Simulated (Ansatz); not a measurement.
# BrH6NSi3: vertical ionisation energy

The task here is to estimate one member of a computed series from the others.

Method: unrestricted cation, the program's frozen cores in correlated methods; program: Ansatz 0.2.0, Gaussian basis.

The runs, in order: UKS PBE-D4/def2-TZVPP; UKS r2SCAN-D4/def2-TZVPP; UKS PBE0-D4/def2-TZVPP; UKS B3LYP-D4/def2-TZVPP; UKS wB97X-V/def2-TZVPP; UKS wB97M-V/def2-TZVPP; UKS B2PLYP/def2-TZVPP; UHF-CCSD(T)/def2-TZVPP; UHF-MP2/def2-QZVPP; extrapolation to the limit; then −ε(HOMO) from the neutral's earlier runs with LDA (SPW92), PBE-D4, revPBE-D4, BLYP-D4, r2SCAN-D4, B97M-V, PBE0-D4, B3LYP-D4, r2SCANh-D4, r2SCAN0-D4, HSE06-D4, BHLYP-D4, CAM-B3LYP-D4, LC-ωPBE, ωB97X-V, ωB97M-V.

## Structure used throughout

All runs share one geometry, relaxed beforehand with PBE0-D4 in a triple-zeta def2 set.

SMILES `[SiH3]N([SiH3])[Si]Br`, 11 atoms, charge 0, spin multiplicity 1.

Atoms are counted from 1 here; the program's logs count them from 0.

Bond lengths: Si1–N2 1.757 Å, Si1–H6 1.484 Å, Si1–H7 1.484 Å, Si1–H8 1.486 Å, N2–Si3 1.763 Å, N2–Si4 1.722 Å, Si3–H9 1.480 Å, Si3–H10 1.490 Å, Si3–H11 1.480 Å, Si4–Br5 2.289 Å. Angles: N2–Si1–H6 110.4°, N2–Si1–H7 110.4°, N2–Si1–H8 107.1°, H6–Si1–H7 109.1°, H6–Si1–H8 110.0°, H7–Si1–H8 109.9°, Si1–N2–Si3 116.3°, Si1–N2–Si4 116.6°, Si3–N2–Si4 127.2°, N2–Si3–H9 111.3°, N2–Si3–H10 105.2°, N2–Si3–H11 111.3°, H9–Si3–H10 108.9°, H9–Si3–H11 111.1°, H10–Si3–H11 108.9°, N2–Si4–Br5 100.7°.

Set-up of the first run:

Contents of in.yaml:

```yaml
crystal:
  periodic: [false, false, false]
  atoms:
    - {symbol: Si, position_ang: [1.295712, 1.134084, 0.010608]}
    - {symbol: N, position_ang: [-0.071204, 0.134038, -0.455494]}
    - {symbol: Si, position_ang: [-0.686328, -0.968544, 0.774824]}
    - {symbol: Si, position_ang: [-0.662249, 0.336676, -2.060091]}
    - {symbol: Br, position_ang: [-2.378094, -1.178065, -2.077144]}
    - {symbol: H, position_ang: [0.934183, 1.999373, 1.160858]}
    - {symbol: H, position_ang: [2.453048, 0.284218, 0.385789]}
    - {symbol: H, position_ang: [1.643008, 1.973058, -1.165501]}
    - {symbol: H, position_ang: [-2.087312, -0.649978, 1.130933]}
    - {symbol: H, position_ang: [0.177019, -0.742252, 1.967668]}
    - {symbol: H, position_ang: [-0.552382, -2.379607, 0.348151]}
basis:
  gaussian: {orbitals: def2-TZVPP}
total_charge: 1
magnetization: {spin_polarized: true, initial_magnetization: 1}
hamiltonian: {xc: pbe, dispersion: d4}
```

Steps of the session up to this table: Cation, UKS PBE-D4/def2-TZVPP; Cation, UKS r2SCAN-D4/def2-TZVPP; Cation, UKS PBE0-D4/def2-TZVPP; Cation, UKS B3LYP-D4/def2-TZVPP; Cation, UKS wB97X-V/def2-TZVPP; Cation, UKS wB97M-V/def2-TZVPP; Cation, UKS B2PLYP (frozen core)/def2-TZVPP; Cation, UHF-CCSD(T)/def2-TZVPP; Cation, UHF-MP2/def2-QZVPP.

One of the session's tables, all rows but one given; the rest of the session is left out.

It belongs to the step «Ionisation energies side by side». Orbital estimates, from the neutral's runs:

| functional | −ε(HOMO) (eV) |
| --- | --- |
| LDA (SPW92) | 6.24 |
| PBE-D4 | 6.11 |
| revPBE-D4 | 6.06 |
| BLYP-D4 | 5.96 |
| r2SCAN-D4 | 6.33 |
| B97M-V | 6.45 |
| PBE0-D4 | 7.16 |
| B3LYP-D4 | ? |
| r2SCANh-D4 | 6.71 |
| r2SCAN0-D4 | 7.30 |
| HSE06-D4 | 6.77 |
| BHLYP-D4 | 8.09 |
| CAM-B3LYP-D4 | 8.40 |
| LC-ωPBE | 9.66 |
| ωB97X-V | 9.36 |
| ωB97M-V | 9.23 |

**Question.** Estimate the row for B3LYP-D4.

Worked estimate for «−ε(HOMO) (eV)». Against the share of exact exchange, BLYP-D4 (0, 5.96), BHLYP-D4 (0.5, 8.09) give a slope of 4.26 per unit share; at 0.2 the line stands at 6.81.

As computed: −ε(HOMO) (eV): 6.97. In «−ε(HOMO) (eV)» the line misses by -0.16.
